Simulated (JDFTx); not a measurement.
Br:

```
CELL_PARAMETERS angstrom
3.36325 -2.32255 0.00000
3.36325 2.32255 0.00000
0.00000 0.00000 8.70230
ATOMIC_POSITIONS crystal
Br 0.36510 0.63490 0.39010
Br 0.13490 0.86510 0.89010
Br 0.63490 0.36510 0.60990
Br 0.86510 0.13490 0.10990
```

* Program: JDFTx 1.7.0 (patched build)
* Task: relaxation of cell and atoms
* Functional: PBE
* Potentials or basis: PseudoDojo-SR-PBE-0.5-stringent with smoothed tails
* Cutoff: 1034 eV
* Density cutoff: 8272 eV
* k mesh: 3 × 3 × 1
* Occupations: fermi-dirac, width 0.05 eV
* Spin: no spin polarisation

At the start: pressure 1.6 GPa; volume 33.99 Å³/atom.

Task: Where does the relaxation end?

Result: Over 25 steps the energy falls by 84.8 meV/atom and the volume is 31.09 Å³/atom (-8.5 %); space group Cmce (No. 64, to 0.05 Å).

The path:
| step | energy change (eV) | largest force (eV/Å) | pressure (GPa) | volume (Å³) |
| --- | --- | --- | --- | --- |
| 1 | 0.0000 | 1.0320 | 1.57 | 135.95 |
| 2 | -0.0400 | 0.7424 | 0.96 | 136.16 |
| 3 | -0.0945 | 0.2515 | -0.18 | 136.44 |
| 4 | -0.1152 | 0.1433 | -0.51 | 136.22 |
| 5 | -0.1523 | 0.0984 | -0.63 | 135.32 |
| 6 | -0.1931 | 0.1013 | -0.06 | 133.77 |
| 7 | -0.2305 | 0.1031 | 0.26 | 132.03 |
| 8 | -0.2591 | 0.1568 | 0.27 | 132.06 |
| 9 | -0.2986 | 0.1899 | 0.09 | 130.97 |
| 10 | -0.3013 | 0.2434 | 0.26 | 129.18 |
| 11 | -0.3013 | 0.2432 | 0.26 | 129.18 |
| 12 | -0.3046 | 0.2122 | 0.16 | 129.21 |
| 13 | -0.3202 | 0.1025 | -0.30 | 129.16 |
| 14 | -0.3280 | 0.0457 | -0.42 | 128.66 |
| 15 | -0.3323 | 0.0805 | -0.06 | 127.16 |
| 16 | -0.3354 | 0.0859 | 0.10 | 125.65 |
| 17 | -0.3365 | 0.0851 | 0.43 | 123.95 |
| 18 | -0.3366 | 0.0727 | 0.52 | 123.12 |
| 19 | -0.3391 | 0.0182 | 0.09 | 123.51 |
| 20 | -0.3393 | 0.0180 | 0.02 | 123.80 |
| 21 | -0.3393 | 0.0175 | -0.11 | 124.43 |
| 22 | -0.3393 | 0.0103 | -0.10 | 124.54 |
| 23 | -0.3394 | 0.0018 | -0.06 | 124.54 |
| 24 | -0.3394 | 0.0041 | -0.03 | 124.47 |
| 25 | -0.3394 | 0.0053 | -0.01 | 124.37 |

Final structure:
```yaml
crystal:
  lattice:
    - [3.63233, -2.00706, 0.00000]
    - [3.63233, 2.00706, 0.00000]
    - [0.00000, 0.00000, 8.52986]
  atoms:
    - { symbol: Br, position: [0.34092, 0.65908, 0.37770] }
    - { symbol: Br, position: [0.15908, 0.84092, 0.87770] }
    - { symbol: Br, position: [0.65908, 0.34092, 0.62231] }
    - { symbol: Br, position: [0.84092, 0.15908, 0.12230] }
```

Caveat: the k mesh is coarse (spacing up to 0.72 Å⁻¹), so the values aren't converged; the plane waves are those of the starting cell, so after so large a change of volume the result is rough.
